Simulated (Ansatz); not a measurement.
# BrHSSn: vertical and adiabatic energies of changing the electron count from a Python script

The task is vertical and adiabatic energies of changing the electron count, for BrHSSn. SMILES: [SH][Sn][Br].

Computed with the Python package of Ansatz 0.2.0. Level of theory: CAM-B3LYP/def2-SVP.

**1. The system**

Bond lengths: S1–Sn2 2.401 Å, Sn2–Br3 2.492 Å, S1–H4 1.418 Å. Angles: S1–Sn2–Br3 108.1°, Sn2–S1–H4 95.3°.

The script holds or builds the structure itself.

**2. The code**

run_adiabatic.py

```python
# -*- coding: utf-8 -*-
"""Vertical and adiabatic ionisation of BrHSSn."""

import itertools

import ansatz as az
from ase.data import atomic_numbers, covalent_radii
import numpy as np

geometry_ang = [
    ("S", [-0.0404, 1.2727, -0.9474]),
    ("Sn", [-1.1667, -0.6321, -0.0165]),
    ("Br", [0.5606, -2.2709, 0.7196]),
    ("H", [0.7021, 1.5699, 0.2239]),
]
geometry = az.Crystal.molecule()
for symbol, xyz in geometry_ang:
    geometry = geometry.atom(symbol, xyz)

setup = (
    geometry.calculation()
    .basis(gaussian="def2-SVP")
    .functional("CAM-B3LYP")
)
symbols = [site.symbol for site in geometry.cartesian_sites]
start = np.array([site.position_ang for site in geometry.cartesian_sites], dtype=float)
report = setup.relax(force_tolerance=0.01, max_steps=100).run().report
end = np.array(report["positions_ang"])

minimum = az.Crystal.molecule()
for symbol, place in zip(symbols, end):
    minimum = minimum.atom(symbol, place.tolist())
ion = (
    minimum.calculation()
    .basis(gaussian="def2-SVP")
    .functional("CAM-B3LYP")
    .charge(1)
    .spin("collinear", total=1)
)
vertical = ion.run().report
settled = ion.relax(force_tolerance=0.01, max_steps=80).run().report
print(f"vertical ionisation energy   {vertical['free_energy_ev'] - report['free_energy_ev']:.3f} eV")
print(f"adiabatic, no zero point     {settled['free_energy_ev'] - report['free_energy_ev']:.3f} eV")
print(f"relaxation energy of the ion {vertical['free_energy_ev'] - settled['free_energy_ev']:.3f} eV")
ionised = np.array(settled["positions_ang"])
# pairs closer than 1.2 times the sum of covalent radii, before or after
radius = [covalent_radii[atomic_numbers[s]] for s in symbols]
span = lambda where, i, j: np.linalg.norm(where[i] - where[j])
bonded = [(i, j) for i, j in itertools.combinations(range(len(symbols)), 2) if min(span(end, i, j), span(ionised, i, j)) < 1.2 * (radius[i] + radius[j])]
print("pair        before    after (A)")
for i, j in bonded:
    print(f"{symbols[i]}{i}-{symbols[j]}{j}".ljust(10), f"{span(end, i, j):8.4f} {span(ionised, i, j):8.4f}")
for first, second in list(itertools.combinations(bonded, 2)):
    shared = set(first) & set(second)
    if shared and symbols[(j := shared.pop())] != "H":
        i, k = sorted((set(first) | set(second)) - {j})
        u, v = ionised[i] - ionised[j], ionised[k] - ionised[j]
        angle = np.degrees(np.arccos(np.clip(u @ v / np.linalg.norm(u) / np.linalg.norm(v), -1, 1)))
        print(f"final angle {symbols[i]}{i}-{symbols[j]}{j}-{symbols[k]}{k}: {angle:.2f} deg")
```

**3. What the engine is handed**

The package turns the script's settings into the engine's input (first run):

```yaml
crystal:
  periodic: [false, false, false]
  atoms:
    - { symbol: S, position_ang: [-0.0404, 1.2727, -0.9474] }
    - { symbol: Sn, position_ang: [-1.1667, -0.6321, -0.0165] }
    - { symbol: Br, position_ang: [0.5606, -2.2709, 0.7196] }
    - { symbol: H, position_ang: [0.7021, 1.5699, 0.2239] }
basis:
  gaussian:
    orbitals: def2-SVP
hamiltonian:
  xc: cam_b3lyp
relax:
  f_tol: 0.01
  max_steps: 100
```

**4. The run**

Run with:

```console
$ python run_adiabatic.py
```

Without the output at hand: what should come out? Wanted: vertical ionisation energy; adiabatic ionisation energy, no zero point.

The runs gave:

| quantity | value |
| --- | --- |
| vertical ionisation energy | 9.433 eV |
| adiabatic ionisation energy, no zero point | 9.250 eV |
| runs compared | 3 |

In words: The ionisation energy is a difference of two total energies at the neutral geometry; letting the ion relax lowers it by 0.18 eV. The dearest, run 3, took some 4.9 times as long as run 2. Run 1: After 9 moves the largest shift is 0.583 Å, of atom 4 (H). Run 3: After 6 moves the largest shift is 0.349 Å, of atom 3 (Br). The energies are electronic: no zero-point or thermal terms, and the basis set is short of its limit. The product may relax into another structure. def2 sets replace the cores of elements past krypton by effective core potentials.
